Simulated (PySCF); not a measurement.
# GeBr+: from the state search to spectroscopic constants, part 2 of 2

PySCF 2.14.0; Ge pcseg-1, Br pcseg-1; no relativity. The steps go on from the part before.

## 8. TPSSh (hybrid meta-GGA)

Output of the SCF at 2.238 Å:

```text
******** <class 'pyscf.dft.uks_symm.SymAdaptedUKS'> ********
method = SymAdaptedUKS
initial guess = minao
damping factor = 0
level_shift factor = 0
DIIS = <class 'pyscf.scf.diis.CDIIS'>
diis_start_cycle = 1
diis_space = 10
diis_damp = 0
SCF conv_tol = 1e-09
SCF conv_tol_grad = None
SCF max_cycles = 60
direct_scf = False
max_memory 909 MB (current use 302 MB)
number electrons alpha = 33  beta = 33
XC library pyscf.dft.libxc version 7.0.0
    S. Lehtola, C. Steigemann, M. J.T. Oliveira, and M. A.L. Marques.,  SoftwareX 7, 1–5 (2018)
XC functionals = TPSSH
    V. N. Staroverov, G. E. Scuseria, J. Tao, and J. P. Perdew.,  J. Chem. Phys. 119, 12129 (2003)
small_rho_cutoff = 0
Set gradient conv threshold to 3.16228e-05
init E= -4650.23115408742
cycle= 1 E= -4650.23178359419  delta_E= -0.00063  |g|= 0.0162  |ddm|= 0.0626
cycle= 2 E= -4650.23133007569  delta_E= 0.000454  |g|= 0.0275  |ddm|= 0.0597
cycle= 3 E= -4650.23190248455  delta_E= -0.000572  |g|= 0.00588  |ddm|= 0.0467
cycle= 4 E= -4650.23192911888  delta_E= -2.66e-05  |g|= 0.000419  |ddm|= 0.00867
cycle= 5 E= -4650.23192924012  delta_E= -1.21e-07  |g|= 7.57e-05  |ddm|= 0.000703
cycle= 6 E= -4650.23192924395  delta_E= -3.83e-09  |g|= 1.13e-05  |ddm|= 9.34e-05
cycle= 7 E= -4650.23192924406  delta_E= -1.06e-10  |g|= 8.96e-07  |ddm|= 2.02e-05
Extra cycle  E= -4650.23192924405  delta_E= 1e-11  |g|= 2.23e-06  |ddm|= 4.79e-06
converged SCF energy = -4650.23192924405  <S^2> = -2.8421709e-14  2S+1 = 1
```

Re = 2.242 Å, ωe = 356 cm⁻¹, ωexe = 0.742 cm⁻¹, αe = 0.000267 cm⁻¹, Be = 0.08789 cm⁻¹, De = 4.26 eV, μ = -3.61 D.

## 9. B97-3 (global hybrid GGA)

The SCF at the reference distance, 2.238 Å, printed:

```text
******** <class 'pyscf.dft.uks_symm.SymAdaptedUKS'> ********
method = SymAdaptedUKS
initial guess = minao
damping factor = 0
level_shift factor = 0
DIIS = <class 'pyscf.scf.diis.CDIIS'>
diis_start_cycle = 1
diis_space = 10
diis_damp = 0
SCF conv_tol = 1e-09
SCF conv_tol_grad = None
SCF max_cycles = 60
direct_scf = False
max_memory 909 MB (current use 303 MB)
number electrons alpha = 33  beta = 33
XC library pyscf.dft.libxc version 7.0.0
    S. Lehtola, C. Steigemann, M. J.T. Oliveira, and M. A.L. Marques.,  SoftwareX 7, 1–5 (2018)
XC functionals = HYB_GGA_XC_B97_3
    T. W. Keal and D. J. Tozer.,  J. Chem. Phys. 123, 121103 (2005)
small_rho_cutoff = 0
Set gradient conv threshold to 3.16228e-05
init E= -4649.95572140078
cycle= 1 E= -4649.95583176922  delta_E= -0.00011  |g|= 0.011  |ddm|= 0.0533
cycle= 2 E= -4649.95563000234  delta_E= 0.000202  |g|= 0.0195  |ddm|= 0.0443
cycle= 3 E= -4649.95592917075  delta_E= -0.000299  |g|= 0.000235  |ddm|= 0.0278
cycle= 4 E= -4649.95592919803  delta_E= -2.73e-08  |g|= 6.48e-05  |ddm|= 0.000444
cycle= 5 E= -4649.95592920117  delta_E= -3.14e-09  |g|= 1.8e-05  |ddm|= 0.000115
cycle= 6 E= -4649.95592920141  delta_E= -2.39e-10  |g|= 3.62e-06  |ddm|= 4.12e-05
Extra cycle  E= -4649.95592920141  delta_E= 3.64e-12  |g|= 4.11e-06  |ddm|= 1.28e-05
converged SCF energy = -4649.95592920141  <S^2> = -2.1316282e-14  2S+1 = 1
```

Re = 2.245 Å, ωe = 359 cm⁻¹, ωexe = 0.728 cm⁻¹, αe = 0.000260 cm⁻¹, Be = 0.08765 cm⁻¹, De = 4.08 eV, μ = -3.86 D. 8.6 s of CPU time for 12 points, integrals apart.

## 10. HSE06

Log of the SCF at 2.238 Å:

```text
******** <class 'pyscf.dft.uks_symm.SymAdaptedUKS'> ********
method = SymAdaptedUKS
initial guess = minao
damping factor = 0
level_shift factor = 0
DIIS = <class 'pyscf.scf.diis.CDIIS'>
diis_start_cycle = 1
diis_space = 10
diis_damp = 0
SCF conv_tol = 1e-09
SCF conv_tol_grad = None
SCF max_cycles = 60
direct_scf = False
max_memory 909 MB (current use 303 MB)
number electrons alpha = 33  beta = 33
XC library pyscf.dft.libxc version 7.0.0
    S. Lehtola, C. Steigemann, M. J.T. Oliveira, and M. A.L. Marques.,  SoftwareX 7, 1–5 (2018)
XC functionals = HSE06
    J. Heyd, G. E. Scuseria, and M. Ernzerhof.,  J. Chem. Phys. 118, 8207 (2003)
    J. Heyd, G. E. Scuseria, and M. Ernzerhof.,  J. Chem. Phys. 124, 219906 (2006)
    A. V. Krukau, O. A. Vydrov, A. F. Izmaylov, and G. E. Scuseria.,  J. Chem. Phys. 125, 224106 (2006)
small_rho_cutoff = 0
Set gradient conv threshold to 3.16228e-05
init E= -4649.76883175768
cycle= 1 E= -4649.76883742992  delta_E= -5.67e-06  |g|= 0.00721  |ddm|= 0.0248
cycle= 2 E= -4649.76868736569  delta_E= 0.00015  |g|= 0.0152  |ddm|= 0.0323
cycle= 3 E= -4649.76887723238  delta_E= -0.00019  |g|= 0.000446  |ddm|= 0.0223
cycle= 4 E= -4649.76887735252  delta_E= -1.2e-07  |g|= 7.12e-05  |ddm|= 0.000761
cycle= 5 E= -4649.76887735636  delta_E= -3.85e-09  |g|= 9.68e-06  |ddm|= 0.000123
cycle= 6 E= -4649.76887735642  delta_E= -5.09e-11  |g|= 3.21e-06  |ddm|= 1.51e-05
Extra cycle  E= -4649.76887735638  delta_E= 3.09e-11  |g|= 7.19e-06  |ddm|= 1.59e-05
converged SCF energy = -4649.76887735638  <S^2> = -1.4210855e-14  2S+1 = 1
```

Re = 2.235 Å, ωe = 362 cm⁻¹, ωexe = 0.735 cm⁻¹, αe = 0.000263 cm⁻¹, Be = 0.08842 cm⁻¹, De = 4.23 eV, μ = -3.64 D. 24 s of CPU time for 12 points, integrals apart.

## 11. RHF (mean field)

Output of the SCF at 2.238 Å:

```text
******** <class 'pyscf.scf.hf_symm.SymAdaptedRHF'> ********
method = SymAdaptedRHF
initial guess = minao
damping factor = 0
level_shift factor = 0
DIIS = <class 'pyscf.scf.diis.CDIIS'>
diis_start_cycle = 1
diis_space = 10
diis_damp = 0
SCF conv_tol = 1e-09
SCF conv_tol_grad = None
SCF max_cycles = 60
direct_scf = False
max_memory 909 MB (current use 303 MB)
Overwritten attributes  get_j get_occ get_k get_hcore get_jk  of <class 'pyscf.scf.hf_symm.SymAdaptedRHF'>
Set gradient conv threshold to 3.16228e-05
init E= -4646.91967382041
cycle= 1 E= -4646.93412564306  delta_E= -0.0145  |g|= 0.0422  |ddm|= 0.346
cycle= 2 E= -4646.93496986515  delta_E= -0.000844  |g|= 0.0148  |ddm|= 0.107
cycle= 3 E= -4646.9351078987  delta_E= -0.000138  |g|= 0.00745  |ddm|= 0.0346
cycle= 4 E= -4646.93514794026  delta_E= -4e-05  |g|= 0.00191  |ddm|= 0.0218
cycle= 5 E= -4646.93515373172  delta_E= -5.79e-06  |g|= 0.000507  |ddm|= 0.00885
cycle= 6 E= -4646.93515409942  delta_E= -3.68e-07  |g|= 9.1e-05  |ddm|= 0.00223
cycle= 7 E= -4646.93515410754  delta_E= -8.12e-09  |g|= 1.04e-05  |ddm|= 0.000331
cycle= 8 E= -4646.93515410758  delta_E= -4.18e-11  |g|= 2.13e-06  |ddm|= 1.94e-05
Extra cycle  E= -4646.93515410759  delta_E= -1e-11  |g|= 7.09e-07  |ddm|= 4.95e-06
converged SCF energy = -4646.93515410759
```

Re = 2.228 Å, ωe = 372 cm⁻¹, ωexe = 0.713 cm⁻¹, αe = 0.000255 cm⁻¹, Be = 0.08899 cm⁻¹, De = 2.63 eV, μ = -4.22 D. 0.99 s of CPU time for 12 points, integrals apart.

## 12. MP2 and coupled cluster

Reference: RHF; core orbitals frozen: 18.

Log of the coupled-cluster run at 2.238 Å:

```text
******** <class 'pyscf.cc.ccsd.CCSD'> ********
CC2 = 0
CCSD nocc = 15, nmo = 36
frozen orbitals [0, 1, 2, 3, 4, 5, 6, 7, 8, 9, 10, 11, 12, 13, 14, 15, 16, 17]
max_cycle = 80
direct = 0
conv_tol = 1e-07
conv_tol_normt = 1e-05
diis_space = 8
diis_start_cycle = 0
diis_start_energy_diff = 1e+09
max_memory 909 MB (current use 303 MB)
Init t2, MP2 energy = -4647.11966965443  E_corr(MP2) -0.184515546835802
Init E_corr(CCSD) = -0.184515546836043
cycle = 1  E_corr(CCSD) = -0.195349524595072  dE = -0.0108339778  norm(t1,t2) = 0.0652794
cycle = 2  E_corr(CCSD) = -0.201967766645006  dE = -0.00661824205  norm(t1,t2) = 0.0230827
cycle = 3  E_corr(CCSD) = -0.202645232396095  dE = -0.000677465751  norm(t1,t2) = 0.014377
cycle = 4  E_corr(CCSD) = -0.204388142569966  dE = -0.00174291017  norm(t1,t2) = 0.00660646
cycle = 5  E_corr(CCSD) = -0.204225358863235  dE = 0.000162783707  norm(t1,t2) = 0.0018402
cycle = 6  E_corr(CCSD) = -0.204219758156356  dE = 5.60070688e-06  norm(t1,t2) = 0.000446735
cycle = 7  E_corr(CCSD) = -0.204233056424461  dE = -1.32982681e-05  norm(t1,t2) = 0.000129101
cycle = 8  E_corr(CCSD) = -0.204232565620783  dE = 4.90803678e-07  norm(t1,t2) = 2.49404e-05
cycle = 9  E_corr(CCSD) = -0.20423218319484  dE = 3.82425942e-07  norm(t1,t2) = 7.08969e-06
cycle = 10  E_corr(CCSD) = -0.204232320373218  dE = -1.37178378e-07  norm(t1,t2) = 1.94443e-06
cycle = 11  E_corr(CCSD) = -0.204232309652443  dE = 1.07207744e-08  norm(t1,t2) = 5.51714e-07
CCSD converged
E(CCSD) = -4647.139386417247  E_corr = -0.2042323096524434
CCSD(T) correction = -0.0073948152310562
```

Correlation energy (eV) along the bond:

| R (Å) | MP2 | SCS-MP2 | CCSD | CCSD(T) | T1 |
| --- | --- | --- | --- | --- | --- |
| 1.925 | -4.912 | -4.727 | n/a | n/a | n/a |
| 2.014 | -4.948 | -4.767 | -5.470 | -5.645 | 0.010 |
| 2.104 | -4.981 | -4.803 | -5.508 | -5.692 | 0.012 |
| 2.171 | -5.002 | -4.827 | -5.534 | -5.726 | 0.013 |
| 2.238 | -5.021 | -4.849 | -5.557 | -5.759 | 0.014 |
| 2.305 | -5.037 | -4.869 | -5.580 | -5.790 | 0.016 |
| 2.395 | -5.056 | -4.893 | -5.607 | -5.831 | 0.017 |
| 2.507 | -5.073 | -4.918 | -5.638 | -5.879 | 0.020 |
| 2.641 | -5.085 | -4.942 | -5.673 | -5.937 | 0.024 |
| 2.820 | -5.091 | -4.968 | n/a | n/a | n/a |

RHF-MP2: Re = 2.242 Å, ωe = 367 cm⁻¹, ωexe = 0.675 cm⁻¹, αe = 0.000247 cm⁻¹, Be = 0.08790 cm⁻¹, De = 3.94 eV.

RHF-SCS-MP2: Re = 2.244 Å, ωe = 365 cm⁻¹, ωexe = 0.695 cm⁻¹, αe = 0.000251 cm⁻¹, Be = 0.08769 cm⁻¹, De = 3.78 eV.

RHF-CCSD: Re = 2.246 Å, ωe = 363 cm⁻¹, ωexe = 0.723 cm⁻¹, αe = 0.000256 cm⁻¹, Be = 0.08757 cm⁻¹, De = 3.69 eV.

RHF-CCSD(T): Re = 2.253 Å, ωe = 356 cm⁻¹, ωexe = 0.745 cm⁻¹, αe = 0.000263 cm⁻¹, Be = 0.08699 cm⁻¹, De = 3.84 eV.

## 13. The curves together

Energy (eV) from each level's lowest point:

| R (Å) | RHF | RHF-MP2 | RHF-SCS-MP2 | RHF-CCSD | RHF-CCSD(T) | PBE | r²SCAN | TPSSh | r²SCANh | PBE0 | B97-3 | HSE06 |
| --- | --- | --- | --- | --- | --- | --- | --- | --- | --- | --- | --- | --- |
| 1.925 | 1.381 | 1.490 | 1.503 | n/a | n/a | 1.508 | 1.380 | 1.416 | 1.345 | 1.372 | 1.468 | 1.389 |
| 2.014 | 0.598 | 0.671 | 0.680 | 0.686 | 0.712 | 0.699 | 0.609 | 0.635 | 0.584 | 0.602 | 0.665 | 0.613 |
| 2.104 | 0.177 | 0.217 | 0.223 | 0.226 | 0.243 | 0.242 | 0.189 | 0.205 | 0.174 | 0.183 | 0.218 | 0.190 |
| 2.171 | 0.033 | 0.052 | 0.055 | 0.057 | 0.065 | 0.067 | 0.041 | 0.049 | 0.033 | 0.038 | 0.054 | 0.041 |
| 2.238 | 0.000 | 0.000 | 0.000 | 0.000 | 0.000 | 0.000 | 0.000 | 0.000 | 0.000 | 0.000 | 0.000 | 0.000 |
| 2.305 | 0.052 | 0.035 | 0.032 | 0.029 | 0.020 | 0.016 | 0.041 | 0.033 | 0.048 | 0.044 | 0.030 | 0.041 |
| 2.395 | 0.217 | 0.182 | 0.174 | 0.168 | 0.145 | 0.131 | 0.187 | 0.170 | 0.205 | 0.198 | 0.167 | 0.190 |
| 2.507 | 0.529 | 0.477 | 0.461 | 0.449 | 0.408 | 0.377 | 0.471 | 0.442 | 0.502 | 0.491 | 0.442 | 0.478 |
| 2.641 | 0.992 | 0.928 | 0.899 | 0.877 | 0.814 | 0.758 | 0.893 | 0.852 | 0.940 | 0.928 | 0.862 | 0.907 |
| 2.820 | 1.670 | 1.601 | 1.551 | n/a | n/a | 1.321 | 1.508 | 1.456 | 1.577 | 1.566 | 1.481 | 1.536 |

## 14. Constants by level of theory

What follows sums up all 2 parts.

Lowest PBE0 solution found, without spin–orbit coupling: ¹Σ⁺ (singlet), closed shell. State 2 has its PBE0 minimum 3.20 eV higher. The other levels ran on the lowest alone.

| level | Re (Å) | ωe (cm⁻¹) | De (eV) | μ (D) |
| --- | --- | --- | --- | --- |
| RHF | 2.228 | 372 | 2.63 | -4.22 |
| RHF-MP2 | 2.242 | 367 | 3.94 | n/a |
| RHF-SCS-MP2 | 2.244 | 365 | 3.78 | n/a |
| RHF-CCSD | 2.246 | 363 | 3.69 | n/a |
| RHF-CCSD(T) | 2.253 | 356 | 3.84 | n/a |
| PBE | 2.257 | 347 | 4.49 | -3.45 |
| r²SCAN | 2.235 | 360 | 4.36 | -3.49 |
| TPSSh | 2.242 | 356 | 4.26 | -3.61 |
| r²SCANh | 2.229 | 365 | 4.25 | -3.56 |
| PBE0 | 2.232 | 364 | 4.19 | -3.65 |
| B97-3 | 2.245 | 359 | 4.08 | -3.86 |
| HSE06 | 2.235 | 362 | 4.23 | -3.64 |

De is counted to Ge+ + Br in their ground configurations. A positive dipole points from Ge to Br; in an ion it is taken about the centre of mass and does not tell which atom is negative.

Differences from CCSD(T) in the same basis:

| level | Re (mÅ) | ωe (%) |
| --- | --- | --- |
| RHF | -26 | +4.6 |
| RHF-MP2 | -12 | +3.2 |
| RHF-SCS-MP2 | -9 | +2.5 |
| RHF-CCSD | -7 | +1.9 |
| PBE | +3 | -2.6 |
| r²SCAN | -18 | +1.2 |
| TPSSh | -12 | -0.1 |
| r²SCANh | -24 | +2.5 |
| PBE0 | -21 | +2.2 |
| B97-3 | -9 | +0.9 |
| HSE06 | -18 | +1.7 |

Time per point (s) on 1 thread, shared host (CPU time, shared integrals of 0.5 s apart; correlated levels include their reference; CCSD comes with the CCSD(T) run); the times are rough: RHF 0.082, RHF-MP2 0.14, RHF-SCS-MP2 0.14, PBE 0.82, r²SCAN 1.2, TPSSh 1.2, r²SCANh 1.2, PBE0 1.1, B97-3 0.71, HSE06 2; the reference 1.5.

Cheap and still within 11 mÅ and 2.5 % of CCSD(T): RHF-SCS-MP2 (0.14 s), against 2 s for the dearest run.

In words: Against CCSD(T) in the same basis, the bond length is nearest at PBE (+3 mÅ) and farthest at RHF (-26 mÅ); the wavenumber is nearest at TPSSh (-0.1 %) and farthest at RHF (+4.6 %). Hartree–Fock falls on the short and stiff side, its usual fault. PBE has the long and soft bond that GGAs tend to give. CCSD(T) in a basis this small is itself some way from its limit, more so than the functionals. Of the levels with a De here, RHF gives the least (2.63 eV) and PBE the most (4.49 eV).

Correlated steps freeze 18 core orbitals.
